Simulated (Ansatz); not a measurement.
Pt, space group Fm-3m, a comparison of functionals at one structure

With the Python package of Ansatz (0.2.0).

Run as a notebook:

**Cell 1**
```python
import warnings

import ansatz as az
```

**Cell 2**
```python
warnings.simplefilter("ignore", az.DeckWarning)
```

**Cell 3**
```python
xtal = (
    az.Lattice.of((0.0, 1.9609, 1.9609), (1.9609, 0.0, 1.9609), (1.9609, 1.9609, 0.0))
    .atom("Pt", (0.0, 0.0, 0.0))
)
```

**Cell 4**
```python
[site.symbol for site in xtal.resolved().sites]
```
Output:
```text
['Pt']
```

**Cell 5**
```python
setup = (
    xtal.calculation()
    .kpoints(12, center="gamma")
    .occupations("cold")  # smearing steadies the SCF of a metal
    .stress()
)
```

**Cell 6**
```python
rows = []
for value in ["rpbe", "revpbe", "pbe", "lda"]:
    summary = setup.functional(value).run(threads=1).report
    rows.append((value, summary["free_energy_ev"] / len(summary["lattice"]["sites"]), summary["n_iterations"], sum(summary["stress_gpa"][i][i] for i in range(3)) / 3, summary["n_kpoints"]))
```

**Cell 7**
```python
print("  functional   F/atom (eV)    iterations       P (GPa)      k-points")
for row in rows:
    print(f"{str(row[0]):>12s}  {row[1]:12.5f}  {row[2]:12d}  {row[3]:12.3f}  {row[4]:12d}")
```
Output:
```text
  functional   F/atom (eV)    iterations       P (GPa)      k-points
        rpbe  -12536.75403             5        14.453            72
      revpbe  -12532.79274             5        13.233            72
         pbe  -12522.99986             5        10.172            72
         lda  -12244.98312             5        -6.129            72
```

From lowest to highest: LDA (-6.1 GPa), PBE (10.2 GPa), revPBE (13.2 GPa) and RPBE (14.5 GPa). At a fixed cell a lower pressure usually means a smaller equilibrium volume, so LDA prefers the smallest cell and RPBE the largest.

Caveats:
- Spin is left out of this run.
- For a metal this k-point mesh is coarse: on a finer one energies can move by several to tens of meV an atom and pressures by half a GPa or more, differences at one mesh by less.
- Pressure is positive in compression.
- Spin-orbit coupling, which matters for elements this heavy, is left out.
- Total energies of different functionals can't be compared; pressures, moments and gaps at this one structure can.
- Finished in 4.4 s on 1 thread of Arm Neoverse V1, with other jobs on the host, peak memory 0.32 GiB.
